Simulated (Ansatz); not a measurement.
**Ge₂H+ (quintet): from Hartree-Fock to the top rungs, cc-pVDZ**

The task here is to estimate one member of a computed series from the others.

The runs use Ansatz 0.2.0, Gaussian basis; cc-pVDZ, core rule «outside noble gas», up to 28 orbitals frozen.

Plan: UHF; CCSD(T) on ROHF; CCSD(T) on UHF; BCCD(T) on ROHF; CISD; CCSDT(Q) on ROHF; CCSDT(Q) on UHF; CASSCF and MRCISD+Q, 8 electrons in 9 orbitals; CASSCF and NEVPT2, 8 electrons in 9 orbitals.

23 further runs of the same task are left out: 10 that didn't finish, 13 set aside as unsound or not needed.

## What is computed

The geometry is a PBE0/def2-TZVP stationary point (not a proven minimum) of the parent state, kept for this charge and spin. No spin-orbit coupling is included. The filled d shell of Ge may be among the frozen orbitals whatever the setting's name suggests; the logs give the count.

3 atoms, charge 1, spin multiplicity 5.

Atoms are counted from 1 here; the program's logs count them from 0.

Bond lengths: Ge1–Ge2 2.463 Å, Ge1–H3 1.593 Å. Angles: Ge2–Ge1–H3 107.0°.

The first run:

Contents of in.yaml:

```yaml
crystal:
  periodic: [false, false, false]
  atoms:
    - {symbol: Ge, position_ang: [0.000000, -0.042268, 1.219169]}
    - {symbol: Ge, position_ang: [0.000000, 0.021899, -1.243104]}
    - {symbol: H, position_ang: [0.000000, 1.467966, 1.724950]}
basis:
  gaussian: {orbitals: cc-pVDZ}
total_charge: 1
magnetization: {spin_polarized: true, initial_magnetization: 4}
hamiltonian: {xc: hf}
output: {orbitals: {seedname: orbitals}}
```

The run is started by

```bash
$ ansatz run in.yaml --threads 1 --pin off --events-out ev --progress --plain --max-ram 2393MiB
```

Steps of the session up to this table: UHF; CCSD(T) on ROHF; CCSD(T) on UHF; BCCD(T) on ROHF; CISD; CCSDT(Q) on ROHF; CCSDT(Q) on UHF; CASSCF and MRCISD+Q, 8 electrons in 9 orbitals; CASSCF and NEVPT2, 8 electrons in 9 orbitals.

One of the session's tables, all rows but one given; the rest of the session is left out.

```
          method  from RCCSDT(Q) (meV)
            ROHF               +3729.8
             UHF               +3535.8
            RMP2                +974.4
            UMP2                +974.3
            CISD                +295.0
           RCCSD                +173.6
           UCCSD                +142.9
        RCCSD(T)                 +45.2
        UCCSD(T)                 +21.9
         BCCD(T)                 +44.5
          RCCSDT                  +7.4
          UCCSDT                 -16.5
       RCCSDT(Q)                     0
       UCCSDT(Q)                 -23.6
  CASSCF valence                     ?
  NEVPT2 valence                +568.9
  MRCISD valence                +134.4
MRCISD+Q valence                  +9.7
```

Q: Estimate the row for CASSCF valence from the others.

As computed: from RCCSDT(Q) (meV): +2267.1. In the column «from RCCSDT(Q) (meV)» it lies between RMP2 (+974.4) and UHF (+3535.8).

Caveats from the session: Restricted and unrestricted rows rest on different reference determinants; where their highest levels disagree by more than a few hundredths of an eV, they describe different states and don't form one ladder.
